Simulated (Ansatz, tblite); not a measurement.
# The cluster Ag4H4+: rung by rung

An exercise on one series of results from a longer session: the logs are not shown, and one member is left open.

The runs use Ansatz 0.2.0, Gaussian basis; as each input shows.

Plan: GFN1-xTB, GFN2-xTB, PBE-D4/def2-TZVP, r2SCAN-D4/def2-TZVP, r2SCANh-D4/def2-TZVP, B2PLYP/def2-TZVP, HF/def2-TZVP, PBE-D4/def2-SVP, PBE0-D4/def2-SVP, MP2/def2-TZVP, RPA/def2-TZVP.

7 further runs of the same task are left out: 7 set aside as unsound or not needed.

## The structure

The geometry is that of the doublet, from an earlier relaxation (r2SCAN-D4/def2-SVP). At that level it is the lowest of the isomers that a small search found.

8 atoms, charge 1, spin multiplicity 2.

Bond lengths: Ag1–Ag2 2.766 Å, Ag1–Ag3 2.766 Å, Ag1–Ag4 3.345 Å, Ag1–H5 1.742 Å, Ag1–H6 1.742 Å, Ag2–Ag4 2.765 Å, Ag2–H5 1.774 Å, Ag2–H8 1.775 Å, Ag3–Ag4 2.765 Å, Ag3–H6 1.775 Å, Ag3–H7 1.775 Å, Ag4–H7 1.742 Å, Ag4–H8 1.742 Å. Angles: Ag2–Ag1–Ag3 105.6°, Ag2–Ag1–Ag4 52.8°, Ag2–Ag1–H5 38.6°, Ag2–Ag1–H6 144.1°, Ag3–Ag1–Ag4 52.8°, Ag3–Ag1–H5 144.1°, Ag3–Ag1–H6 38.6°, Ag4–Ag1–H5 91.3°, Ag4–Ag1–H6 91.3°, H5–Ag1–H6 177.3°, Ag1–Ag2–Ag4 74.4°, Ag1–Ag2–H5 37.7°, Ag1–Ag2–H8 112.2°, Ag4–Ag2–H5 112.2°, Ag4–Ag2–H8 37.7°, H5–Ag2–H8 149.9°, Ag1–Ag3–Ag4 74.4°, Ag1–Ag3–H6 37.7° and more.

Coordinates:

```
Ag   -0.1092   -1.6693   -0.0004
Ag   -2.1972    0.1439   -0.0350
Ag    2.1974   -0.1438    0.0346
Ag    0.1091    1.6687    0.0010
H    -1.8491   -1.5960   -0.0284
H     1.6253   -1.8237    0.0262
H     1.8490    1.5962    0.0286
H    -1.6253    1.8239   -0.0266
```

Ag takes a core potential in the def2 sets. No spin-orbit coupling is included. The ion is computed in the gas phase, without counter-ions or solvent.

PBE0-D4/def2-TZVP was run before; its log isn't repeated, and its numbers join the tables.

Set-up of the first run:

Tight binding, by tblite at 300 K electronic temperature and without a spin-polarisation term:

```python
tblite.interface.Calculator('GFN1-xTB', numbers, positions, charge=1, uhf=1).singlepoint()
```

Tight binding, by tblite at 300 K electronic temperature and without a spin-polarisation term:

```python
tblite.interface.Calculator('GFN2-xTB', numbers, positions, charge=1, uhf=1).singlepoint()
```

start.molden holds the orbitals of an earlier run on this state, given as this run's starting guess.

File in.yaml:

```yaml
crystal:
  periodic: [false, false, false]
  atoms:
    - {symbol: Ag, position_ang: [-0.109240, -1.669295, -0.000420]}
    - {symbol: Ag, position_ang: [-2.197150, 0.143912, -0.034962]}
    - {symbol: Ag, position_ang: [2.197446, -0.143831, 0.034579]}
    - {symbol: Ag, position_ang: [0.109130, 1.668739, 0.000983]}
    - {symbol: H, position_ang: [-1.849113, -1.596011, -0.028415]}
    - {symbol: H, position_ang: [1.625280, -1.823671, 0.026217]}
    - {symbol: H, position_ang: [1.848960, 1.596225, 0.028634]}
    - {symbol: H, position_ang: [-1.625313, 1.823941, -0.026625]}
basis:
  gaussian: {orbitals: def2-TZVP, initial_orbitals: start.molden}
total_charge: 1
magnetization: {spin_polarized: true, initial_magnetization: 1}
hamiltonian: {xc: pbe, dispersion: d4}
scf: {omitted_lower_state_checks: [starts]}
output: {forces: true, orbitals: {seedname: orbitals}}
```

Run with:

```bash
> ansatz run in.yaml --threads 4 --pin off --events-out ev --progress --plain --max-ram 4787MiB
```

Among the steps run: PBE-D4/def2-TZVP; r2SCAN-D4/def2-TZVP; r2SCANh-D4/def2-TZVP; B2PLYP/def2-TZVP; HF/def2-TZVP; PBE-D4/def2-SVP; PBE0-D4/def2-SVP; MP2/def2-TZVP; RPA/def2-TZVP.

One of the session's tables, all rows but one given; the rest of the session is left out.

It belongs to the step «Levels side by side». 

| level | HOMO (eV) | LUMO (eV) | gap (eV) |
| --- | --- | --- | --- |
| HF/def2-TZVP | -13.90 | -7.37 | 6.53 |
| PBE-D4/def2-SVP | -11.01 | -10.71 | 0.30 |
| PBE-D4/def2-TZVP | -11.01 | -10.71 | 0.30 |
| r2SCAN-D4/def2-TZVP | -11.19 | -10.70 | 0.49 |
| r2SCANh-D4/def2-TZVP | -11.55 | -10.52 | 1.03 |
| PBE0-D4/def2-SVP | ? | ? | ? |
| PBE0-D4/def2-TZVP | -11.95 | -10.22 | 1.73 |

Q: Estimate the row for PBE0-D4/def2-SVP from the others.

The run gave: HOMO (eV): -11.94; LUMO (eV): -10.23; gap (eV): 1.70. In the column «HOMO (eV)» it lies between PBE0-D4/def2-TZVP (-11.95) and r2SCANh-D4/def2-TZVP (-11.55).
